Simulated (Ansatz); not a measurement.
# Sn3P2: the cost of one run

Program: Ansatz 0.2.0. Level of theory: DFT PBE, scalar-relativistic, plane waves, PAW. These are calculated values, not measurements.

### Step 1. The system as given

It takes space group R-3m (No. 166, trigonal). The conventional cell has a = 3.835 Å, b = 3.835 Å, c = 26.666 Å, α = 90.00°, β = 90.00°, γ = 120.00°. Sn (site symmetry -3m) is surrounded by 6 P at 2.84 Å. Sn (site symmetry 3m) has 3 P at 2.69 Å as nearest neighbours. Around P (site symmetry 3m) lie 6 Sn at 2.69 to 2.84 Å.

Structure file:

```
CELL_PARAMETERS angstrom
1.91749 1.10706 8.88853
-1.91749 1.10706 8.88853
0.00000 -2.21412 8.88853
ATOMIC_POSITIONS crystal
Sn 0.00000 0.00000 0.00000
Sn 0.20950 0.20950 0.20950
Sn 0.79050 0.79050 0.79050
P 0.40000 0.40000 0.40000
P 0.60000 0.60000 0.60000
```

(A quick probe on a coarse mesh, which set the mesh and smearing, is not shown.)

### Step 3. Full relaxation

input.yaml

```yaml
crystal:
  lattice:
    - [1.9174874712, 1.1070619076, 8.8885270852]
    - [-1.9174874712, 1.1070619076, 8.8885270852]
    - [0.0, -2.2141238153, 8.8885270852]
  atoms:
    - { symbol: Sn, position: [0.0, 0.0, 0.0] }
    - { symbol: Sn, position: [0.2095, 0.2095, 0.2095] }
    - { symbol: Sn, position: [0.7905, 0.7905, 0.7905] }
    - { symbol: P, position: [0.4, 0.4, 0.4] }
    - { symbol: P, position: [0.6, 0.6, 0.6] }
basis:
  ecutwfc: 420
kpoints:
  mp_grid: { grid: [12, 12, 12] }
hamiltonian:
  xc: pbe
scf:
  occupations: { method: gaussian, width: 0.1 }
output:
  forces: true
  stress: true
  eigenvalues: true
relax:
  adjacent_minimum: "off"
  f_tol: 0.01
  max_steps: 80
  cell: { stress_tol: 0.05 }
```

On the command line:

```sh
> ansatz run input.yaml --threads 1 --pin off --max-ram 2560MiB --backend cpu --events-out ev --progress --plain --runs-dir out
```

Q: Estimate wall time and peak memory on 1 thread of Intel Xeon Platinum 8259CL at 2.50GHz (Skylake/Cascade Lake), shared host.

About 5.6 min, with a peak of 0.87 GiB.
